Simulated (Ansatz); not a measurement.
Turn this script for Ansatz's Python interface into the input file that the command-line program reads.

At the Python prompt:
```pycon
>>> from pathlib import Path
>>> import ansatz
>>> from ase import Atoms
>>> import numpy as np
>>> SMEARING = "Methfessel-Paxton"
>>> WIDTH_EV = 0.02
>>> KGRID = (8, 8, 8)
>>> atoms = Atoms(
...     ["Sc", "B", "Pt", "Pt", "Pt"],
...     scaled_positions=[
...         [0.0, 0.0, 0.0],
...         [0.5, 0.5, 0.5],
...         [0.0, 0.5, 0.5],
...         [0.5, 0.5, 0.0],
...         [0.5, 0.0, 0.5],
...     ],
...     cell=[
...         [4.26216, 0.0, 0.0],
...         [0.0, 4.26216, 0.0],
...         [0.0, 0.0, 4.26216],
...     ],
...     pbc=True,
... )
>>> system = ansatz.Crystal.from_ase(atoms)
>>> len(system.resolved().sites)
5
>>> setup = (
...     system.calculation()
...     .functional(ansatz.Functional.LDA)
...     .basis(20 * ansatz.Ry)
...     .occupations(SMEARING, width=WIDTH_EV)
...     .kpoints(*KGRID)
...     .phonons("dfpt")
... )
>>> done = setup.run(runs_dir="runs")
DeckWarning: basis.ecutwfc = 272.11386245988 eV is below the records' recommended 420 eV, and the density's cutoff is lower with it unless basis.ecutrho_ratio is high enough to keep the records' density cutoff: compare with a run at a higher cutoff
>>> ph = done.phonons
>>> print("Gamma modes (1/cm):", " ".join(f"{w:.1f}" for w in ph.gamma_omega_inv_cm))
Gamma modes (1/cm): -81.3 -81.3 -81.3 -66.9 -66.9 -66.9 0.0 0.0 0.0 67.5 67.5 67.5 420.8 420.8 420.8
>>> print("in meV:", " ".join(f"{w * 0.1239842:.2f}" for w in ph.gamma_omega_inv_cm))
in meV: -10.08 -10.08 -10.08 -8.30 -8.30 -8.30 0.00 0.00 0.00 8.37 8.37 8.37 52.18 52.18 52.18
```

`input.yaml`:
```yaml
crystal:
  lattice:
    - [4.26216, 0.0, 0.0]
    - [0.0, 4.26216, 0.0]
    - [0.0, 0.0, 4.26216]
  atoms:
    - { symbol: Sc, position: [0.0, 0.0, 0.0] }
    - { symbol: B, position: [0.5, 0.5, 0.5] }
    - { symbol: Pt, position: [0.0, 0.5, 0.5] }
    - { symbol: Pt, position: [0.5, 0.5, 0.0] }
    - { symbol: Pt, position: [0.5, 0.0, 0.5] }
basis:
  ecutwfc: 272.11386245988
kpoints:
  mp_grid:
    grid: [8, 8, 8]
hamiltonian:
  xc: lda
scf:
  occupations:
    method: methfessel_paxton
    width: 0.02
phonons:
  method: dfpt
```

Caveats:
- The settings weren't tested for convergence.
- The cutoff lies under the one recommended for these potentials.
- The run is spin-unpolarised.
- The cell isn't relaxed first, so the values belong to this volume.
- A negative frequency stands for an imaginary mode.
- Spin-orbit coupling, which matters for elements this heavy, is left out.
- The structure comes from a database of computed cells and needn't be a stable or known phase.
- Warnings are shown shortened and without file and line.
- The structure is taken as given; imaginary modes can come from an unrelaxed or unstable start. Phonons of metals also depend on mesh and smearing.
- Timing: 2.1 min on 1 thread of Arm Neoverse V1 (shared host), peak memory 1 GiB.

(Lines on the test bed's own set-up are left out of the output.)
